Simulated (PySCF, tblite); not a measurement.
**C₄H₁₆N₂OSi₂: geometry, infrared bands and NMR shifts**

Wanted: the infrared bands and NMR shifts of C₄H₁₆N₂OSi₂ (`CC(C)O[Si@H](C)[SiH](N)N`), by calculation.

Programs: tblite 0.8.0 and PySCF 2.14.0, with density-fitted response routines of our own. Each step states its level of theory. These are calculated values for one molecule in the gas phase, unless marked as measured. Atoms count from 0, in the outputs and in this text.

## 1. The starting structure

25 atoms, charge 0, multiplicity 1; geometry from: force field or distance geometry start.

Bonds of the start (Å): C0–C1 1.52, C1–C2 1.52, C1–O3 1.39, O3–Si4 1.71, Si4–C5 1.85, Si4–Si6 2.24, Si6–N7 1.79, Si6–N8 1.81, C0–H9 1.08, C0–H10 1.11, C0–H11 1.11, C1–H12 1.12, C2–H13 1.12, C2–H14 1.11, C2–H15 1.11, Si4–H16 1.49, C5–H17 1.10, C5–H18 1.10, C5–H19 1.12, Si6–H20 1.46, N7–H21 1.05, N7–H22 1.05, N8–H23 1.04, N8–H24 1.03.

## 2. Optimising the geometry with GFN2-xTB

The job: settings as JSON, then the geometry in Å.

```
{"job": {"kind": "relax", "xc": "GFN2-xTB", "basis": "xTB"}, "charge": 0, "multiplicity": 1}
C      2.915500     1.369000    -0.035300
C      1.975800     0.179500     0.067200
C      2.624200    -1.053000    -0.542800
O      0.800100     0.447600    -0.615700
Si    -0.581200     0.490300     0.393600
C     -0.578300    -0.849000     1.665700
Si    -2.390700     0.171300    -0.880400
N     -3.688800     1.315100    -0.439500
N     -2.978100    -1.499500    -0.527900
H      3.930700     1.078500    -0.253600
H      2.886000     1.898200     0.936600
H      2.535400     2.086400    -0.789800
H      1.789000     0.046600     1.168200
H      3.395200    -1.417600     0.177500
H      3.121500    -0.808300    -1.501800
H      1.879900    -1.865500    -0.634600
H     -0.642500     1.797300     1.105900
H      0.335400    -0.893700     2.273900
H     -0.704400    -1.812900     1.161600
H     -1.498600    -0.698000     2.283100
H     -2.068800     0.239900    -2.301100
H     -3.700800     2.165000    -1.052300
H     -3.593500     1.552300     0.578900
H     -2.134400    -2.091400    -0.426400
H     -3.639500    -1.823800    -1.244600
```

Command:

```sh
> OMP_NUM_THREADS=1 python probes_run.py task.json out
```

One launch serves the whole session: the jobs run in the order shown.

**Question.** This job is followed by: GFN2-xTB harmonic vibrations, gas phase; GIAO PBE0/pcSseg-1 NMR shielding, non-relativistic, gas phase. What will the session give for the following? strongest single infrared mode (GFN2-xTB); zero-point energy (GFN2-xTB); 13C shifts against TMS (PBE0/pcSseg-1); 1H shifts against TMS (PBE0/pcSseg-1, means over atoms taken as alike); 17O shifts against H2O (PBE0/pcSseg-1); 29Si shifts against TMS (PBE0/pcSseg-1); 15N shifts against NH3 (PBE0/pcSseg-1); surface potential, 1st and 99th percentile.

The runs gave:

| quantity | value |
| --- | --- |
| strongest single infrared mode (GFN2-xTB) | 2092 cm⁻¹, 397 km/mol |
| zero-point energy (GFN2-xTB) | 126.7 kcal/mol |
| 13C shifts against TMS (PBE0/pcSseg-1) | 68.5, 28.2, 24.9, -2.3 ppm |
| 1H shifts against TMS (PBE0/pcSseg-1, means over atoms taken as alike) | 5.61, 5.28, 3.80, 1.16, 1.16, 0.26, 0.09, -0.32 ppm |
| 17O shifts against H2O (PBE0/pcSseg-1) | 56.5 ppm |
| 29Si shifts against TMS (PBE0/pcSseg-1) | -19.3, -19.6 ppm |
| 15N shifts against NH3 (PBE0/pcSseg-1) | 12.9, 11.3 ppm |
| surface potential, 1st and 99th percentile | -1.43 V and 1.30 V |

Over 141 steps the energy fell by 1.080 eV; of the close pairs, O3–Si4 changed most, 1.711 to 1.627 Å. The lowest mode is slightly imaginary (13i cm⁻¹), a soft motion within the noise of the Hessian, so the minimum is not strictly shown. The strongest single mode, at 2092 cm⁻¹, moves mainly H20. Unscaled tight-binding wavenumbers are off by several per cent, some by more. Its intensities can rank the bands wrongly. At PBE0/pcSseg-1: The largest span, 121 ppm, is at Si4, where the paramagnetic term is -517 ppm.
